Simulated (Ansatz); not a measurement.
# BH5N2Si: how energies converge with the basis set

How large a basis does BH5N2Si need? Two functionals are run in growing sets.

Program: Ansatz 0.2.0, Gaussian basis. Level of theory: one geometry, several basis sets. These are calculated values, not measurements.

Plan: PBE0-D4/def2-SVP; ωB97M-V/def2-SVP; PBE0-D4/def2-QZVPP; ωB97M-V/def2-QZVPP; the functionals' def2-TZVPP values are taken from earlier runs.

## (1) The geometry

The geometry comes from an earlier relaxation with PBE0-D4 in a triple-zeta def2 set; it is a stationary point, not always the lowest conformer.

9 atoms, charge 0, spin multiplicity 1.

Atoms are counted from 1 here; the program's logs count them from 0.

Bond lengths: N1–Si2 1.702 Å, N1–H5 1.006 Å, N1–H6 1.005 Å, Si2–B3 1.914 Å, Si2–N4 1.755 Å, Si2–H7 1.482 Å, B3–N4 1.389 Å, B3–H8 1.190 Å, N4–H9 1.011 Å. Angles: Si2–N1–H5 122.6°, Si2–N1–H6 123.2°, H5–N1–H6 112.9°, N1–Si2–B3 127.2°, N1–Si2–N4 121.8°, N1–Si2–H7 105.5°, B3–Si2–N4 44.2°, B3–Si2–H7 127.1°, N4–Si2–H7 113.4°, Si2–B3–N4 61.8°, Si2–B3–H8 163.8°, N4–B3–H8 134.4°, Si2–N4–B3 74.0°, Si2–N4–H9 150.8°, B3–N4–H9 135.2°.

## (2) PBE0-D4 in def2-SVP

in.yaml reads:

```yaml
crystal:
  periodic: [false, false, false]
  atoms:
    - {symbol: N, position_ang: [-0.637841, 1.588111, 0.218243]}
    - {symbol: Si, position_ang: [0.258947, 0.175476, 0.530470]}
    - {symbol: B, position_ang: [-0.233858, -1.625779, 0.110161]}
    - {symbol: N, position_ang: [0.650453, -0.971595, -0.738359]}
    - {symbol: H, position_ang: [-0.221268, 2.503311, 0.212864]}
    - {symbol: H, position_ang: [-1.561836, 1.577322, -0.177334]}
    - {symbol: H, position_ang: [1.441211, 0.620895, 1.305249]}
    - {symbol: H, position_ang: [-0.741344, -2.702396, 0.114426]}
    - {symbol: H, position_ang: [1.134037, -1.211646, -1.592919]}
basis:
  gaussian: {orbitals: def2-SVP}
hamiltonian: {xc: pbe0, dispersion: d4}
output: {orbitals: {seedname: orbitals}}
```

The run is started by

```sh
> ansatz run in.yaml --threads 2 --pin off --events-out ev --progress --plain --max-ram 4352MiB
```

The runs that follow: ωB97M-V in def2-SVP; PBE0-D4 in def2-QZVPP; ωB97M-V in def2-QZVPP.

Q: Predict the results of all the runs planned. Wanted: PBE0-D4: double and triple zeta above quadruple; ωB97M-V: double and triple zeta above quadruple.

**Answer**, as computed:

| quantity | value |
| --- | --- |
| PBE0-D4: double and triple zeta above quadruple | 7.75, 0.51 eV |
| ωB97M-V: double and triple zeta above quadruple | 7.89, 0.47 eV |

In words: For PBE0-D4 the step from double to triple zeta gains 7.25 eV and the next only 0.51 eV. Total energies overstate the basis error of differences, where much of it tends to cancel. The LUMO of ωB97M-V is positive and keeps falling with the basis (2.24 to 1.34 eV): an unbound level that the basis holds in place.
